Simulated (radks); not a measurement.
# Taking charge from the 4s level of Se in fractions

An exercise on one series of results from a longer session: the logs are not shown, and one member is left open.

The numbers are computed with radks (a radial shooting solver on a logarithmic mesh, Libxc functionals) version 1 (Dirac Kohn-Sham, PBEsol, spin-unpolarised, spherical densities, point nucleus; open shells fill j = l - 1/2 first), except any that are marked as measured or tabulated.

### What is computed

| Item | Value |
| --- | --- |
| element | selenium (Z = 34) |
| charge | 0 |
| electrons | 34 |
| configuration | [Ar] 3d10 4s2 4p4 |

The first run:

Settings of this run:

```text
Z 34
configuration [Ar] 3d10 4s2 4p4
relativity Dirac
functional pbe_sol,pbe_sol
spin unpolarised
j_filling energy
nucleus point
c 137.035999084
```

Steps of the session up to this table: Start: [Ar] 3d10 4s2 4p4.

One of the session's tables, all rows but one given; the rest of the session is left out.

It belongs to the step «Start: [Ar] 3d10 4s2 4p4». From the orbitals of this run (lengths in bohr):

```
level     <r>  outermost maximum (interpolated)  90 % within  nodes
3s1/2  0.5744                             0.503        0.857      2
3p1/2  0.5828                             0.495        0.892      1
3p3/2  0.5934                             0.503        0.908      1
3d3/2  0.6283                             0.451         1.04      0
3d5/2  0.6327                             0.453         1.05      0
4s1/2       ?                                 ?            ?      ?
4p1/2   2.266                              1.78         3.52      2
4p3/2   2.317                              1.82         3.61      2
```

**Question.** Estimate the row for 4s1/2.

As computed: <r>: 1.796; outermost maximum (interpolated): 1.51; 90 % within: 2.69; nodes: 3. In the column «<r>» it lies between 3d5/2 (0.6327) and 4p1/2 (2.266).
